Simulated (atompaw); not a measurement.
# Zn: generating and testing a PAW (atompaw) potential

Aim: build the potential from the settings below, then test how well it stands in for the atom: scattering, ghost states and the plane-wave cutoff that it needs.

Program: atompaw 4.2.0.5. Reference atom: PBE, scalar-relativistic, spherical and spin-unpolarised. All values are calculated.

## Step 1: The design

The settings as typed:

```
element                 : zinc (Zn, Z = 30)
type                    : PAW
frozen core             : [Ne] 3s2
valence charge          : 18
reference configuration : 3p6 3d10 4s1.5 4p0 (charge +0.5)
partial waves           : 4s (bound): rc 1.45 bohr; 4s channel at 1.65 Ry: rc 1.45 bohr; 3p (bound): rc 1.10 bohr; 4p (bound, empty): rc 1.45 bohr; 3d (bound): rc 1.45 bohr; 3d channel at -0.3 Ry: rc 0.95 bohr
local potential         : bessel scheme, radius 1.35 bohr
core correction         : smooth core density matched at 1.10 bohr
augmentation charge     : besselshape compensation charge, radius 1.15 bohr; PAW radius 1.45 bohr; waves and projectors: custom polynom vanderbiltortho
```

The nodes and maxima of the atom's own shells, from an earlier all-electron run, set the scale for the radii.

All-electron outer shells of the reference configuration (PBE, scalar-relativistic, ld1.x):

```
shell  level (eV)  outermost node (bohr)  outermost maximum (bohr)
   2p    -1008.58                      –                      0.15
   3s     -133.85                   0.28                      0.59
   3p      -88.02                   0.25                      0.59
   3d      -14.74                      –                      0.57
   4s       -9.84                   0.85                      2.04
   4p       -4.24                   0.92                      2.75
```

## Step 2: Generating the potential

Zn.input

```
Zn 30
GGA-PBE scalarrelativistic loggrid 1500 logderivrange -8 5 326
4 4 3 0 0 0
4 0 1.5
4 1 0
0 0 0
c
c
c
v
c
v
v
v
2
1.45 1.15 1.35 1.10
y
1.65
n
n
y
-0.3
n
custom polynom vanderbiltortho besselshape
bessel
1.45
1.45
1.10
1.45
1.45
0.95
PWSCFOUT
UPFDX 0.0125d0 UPFXMIN -7.d0 UPFZMESH 30.d0
END
```

Started as:

```console
$ atompaw < Zn.input > Zn.log
```

What does the calculation give? Wanted: cutoffs for 10 and 1 mRy, occupied levels; bound ghosts; largest phase difference near zero energy, channels read; lowest eigenvalue of the overlap; share of valence orbitals outside the PAW sphere; UPF file.

As calculated:

| quantity | value |
| --- | --- |
| cutoffs for 10 and 1 mRy, occupied levels | 100 Ry and 160 Ry |
| bound ghosts | s at -136.35 eV |
| largest phase difference near zero energy, channels read | 0.000 rad |
| lowest eigenvalue of the overlap (Bessel basis) | 0.042 (d) |
| share of valence orbitals outside the PAW sphere | 4s 89 %, 3p 2 %, 4p 97 %, 3d 13 % |
| UPF file | written |

In words: A bound ghost (s) makes it unfit for use: electrons can fall into a state that the atom doesn't have. Close by lies the frozen 3s level (-133.8 eV). It counts as hard, with 100 Ry needed at the looser tolerance. The slowest occupied level is 3p: taken alone it needs 100 Ry to come within 1 mRy, against 50 Ry for 3d. Near zero energy the phases of the channels with partial waves agree within 0.001 rad. These are tests on the free atom; a crystal test is still owed.
